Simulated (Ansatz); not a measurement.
# Ta (bcc type): how the settings move a single-point run

Question: which choices in the input matter for Ta (bcc type)?

Program: Ansatz 0.2.0. Level of theory: reference: DFT, PBE, all-electron LAPW, scalar-relativistic. These are calculated values, not measurements.

**1. The system as given**

Symmetry: Im-3m, No. 229, cubic system. Conventional cell: a = 3.320 Å, b = 3.320 Å, c = 3.320 Å, α = 90.00°, β = 90.00°, γ = 90.00°. Ta (site symmetry m-3m) is surrounded by 8 Ta at 2.87 Å.

Structure file:

```
CELL_PARAMETERS angstrom
3.31955 0.00000 0.00000
0.00000 3.31955 0.00000
0.00000 0.00000 3.31955
ATOMIC_POSITIONS crystal
Ta 0.00000 0.00000 0.00000
Ta 0.50000 0.50000 0.50000
```

**2. Baseline**

Contents of input.yaml:

```yaml
crystal:
  lattice:
    - [3.3195547167, 0.0, 0.0]
    - [0.0, 3.3195547167, 0.0]
    - [0.0, 0.0, 3.3195547167]
  atoms:
    - { symbol: Ta, position: [0.0, 0.0, 0.0] }
    - { symbol: Ta, position: [0.5, 0.5, 0.5] }
kpoints:
  mp_grid: { grid: [12, 12, 12] }
scf:
  occupations: { method: fermi_dirac, width: 0.08 }
hamiltonian:
  xc: pbe
  pseudopotentials: { kind: all_electron, lapw: { basis_error: 0.001 } }
output:
  forces: true
  stress: true
  eigenvalues: true
```

Run with:

```
$ ansatz run input.yaml --threads 2 --pin off --max-ram 4096MiB --backend cpu --events-out ev --progress --plain --runs-dir out
```

**3. Changed: mp_grid.grid [6, 6, 6], dr2_threshold 1.0e-11, xc pbesol**

Changes to input.yaml since step 2:

```diff
@@ -9,7 +9,8 @@
 kpoints:
-  mp_grid: { grid: [12, 12, 12] }
+  mp_grid: { grid: [6, 6, 6] }
 scf:
   occupations: { method: fermi_dirac, width: 0.08 }
+  convergence: { dr2_threshold: 1.0e-11 }
 hamiltonian:
-  xc: pbe
+  xc: pbesol
   pseudopotentials: { kind: all_electron, lapw: { basis_error: 0.001 } }
```

What does the calculation give? Wanted: for each run, ending; energy change; pressure; gap; force.

**Answer**, as computed:

| run | ending | energy change | pressure (GPa) | gap (eV) | force (eV/Å) | cycles | time |
| --- | --- | --- | --- | --- | --- | --- | --- |
| reference | converged | - | 0.0 | 0.00 | 0.00 | 8 | 14 s |
| 1: mp_grid.grid [6, 6, 6], dr2_threshold 1.0e-11, xc pbesol | converged | not comparable | -6.6 | 0.00 | 0.00 | 10 | 5.9 s |

Residual by cycle in the longest SCF loop of each run; runs are numbered as in the table. The quantity is the density residual dr2, in eV.

| cycle | reference | run 1 |
| --- | --- | --- |
| 1 | 0.168 | 0.164 |
| 2 | 0.0512 | 0.036 |
| 3 | 0.0268 | 0.0188 |
| 4 | 0.00959 | 0.0062 |
| 5 | 8.4e-4 | 6.7e-4 |
| 6 | 2.1e-5 | 1.7e-5 |
| 7 | 5.9e-7 | 6.4e-7 |
| 8 | 3.6e-9 | 3.9e-9 |
| 9 | - | 2.6e-10 |
| 10 | - | 7.5e-12 |

**Reading.** Total energies don't compare across a change of functional; the pressure goes from 0.0 to -6.6 GPa. The k-point mesh changed too. Cost: 10 SCF cycles against 8, 5.9 s against 14 s.
